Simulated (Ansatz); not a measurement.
# Ga2O3: the cost of one run

Program: Ansatz 0.2.0. Level of theory: DFT PBE, scalar-relativistic, plane waves, PAW. These are calculated values, not measurements.

3 further runs of the same task are left out: 3 set aside as unsound or not needed.

### 1 Starting point

The structure is trigonal, space group R-3c (No. 167). Conventional cell: a = 5.057 Å, b = 5.057 Å, c = 13.623 Å, α = 90.00°, β = 90.00°, γ = 120.00°. Ga (site symmetry 3) is surrounded by 6 O at 1.95 to 2.11 Å. Around O (site symmetry 2) lie 4 Ga at 1.95 to 2.11 Å.

Structure file:

```cif
data_structure
_symmetry_space_group_name_H-M 'P 1'
_symmetry_Int_Tables_number 1
_cell_length_a 5.3988
_cell_length_b 5.3988
_cell_length_c 5.3988
_cell_angle_alpha 55.859
_cell_angle_beta 55.859
_cell_angle_gamma 55.859
_cell_volume 100.59
loop_
_atom_site_label
_atom_site_type_symbol
_atom_site_fract_x
_atom_site_fract_y
_atom_site_fract_z
_atom_site_occupancy
Ga1 Ga 0.35587 0.35587 0.35587 1
Ga2 Ga 0.14413 0.14413 0.14413 1
Ga3 Ga 0.64413 0.64413 0.64413 1
Ga4 Ga 0.85587 0.85587 0.85587 1
O1 O 0.55317 0.94683 0.25000 1
O2 O 0.25000 0.55317 0.94683 1
O3 O 0.94683 0.25000 0.55317 1
O4 O 0.44683 0.05317 0.75000 1
O5 O 0.75000 0.44683 0.05317 1
O6 O 0.05317 0.75000 0.44683 1
```

This cell was relaxed beforehand with the same method: volume 10.06 Å³/atom, gap on the mesh 2.40 eV.

### 2 The reference: the undisturbed cell on the scan's mesh

Input file input.yaml:

```yaml
crystal:
  lattice:
    - [2.5287245546, 1.4599598023, 4.5410352123]
    - [-2.5287245546, 1.4599598023, 4.5410352123]
    - [0.0, -2.9199196046, 4.5410352123]
  atoms:
    - { symbol: Ga, position: [0.3558687537, 0.3558687537, 0.3558687537] }
    - { symbol: Ga, position: [0.1441312463, 0.1441312463, 0.1441312463] }
    - { symbol: Ga, position: [0.6441312463, 0.6441312463, 0.6441312463] }
    - { symbol: Ga, position: [0.8558687537, 0.8558687537, 0.8558687537] }
    - { symbol: O, position: [0.5531733332, 0.9468266668, 0.25] }
    - { symbol: O, position: [0.25, 0.5531733332, 0.9468266668] }
    - { symbol: O, position: [0.9468266668, 0.25, 0.5531733332] }
    - { symbol: O, position: [0.4468266668, 0.0531733332, 0.75] }
    - { symbol: O, position: [0.75, 0.4468266668, 0.0531733332] }
    - { symbol: O, position: [0.0531733332, 0.75, 0.4468266668] }
basis:
  ecutwfc: 420
kpoints:
  mp_grid: { grid: [6, 6, 6] }
hamiltonian:
  xc: pbe
scf:
  occupations: { method: gaussian, width: 0.05 }
output:
  forces: true
  stress: true
  eigenvalues: true
  write_density: true
  write_potential: true
  elf: true
  volumetric_format: npy
```

The run is started by

```bash
> ansatz run input.yaml --threads 2 --pin off --max-ram 5120MiB --backend cpu --events-out ev --progress --plain --runs-dir out
```

**Question.** How long does this run take on 2 threads of Arm Neoverse V2, shared host, and how much memory does it need?

About 6.6 s, with a peak of 0.46 GiB.
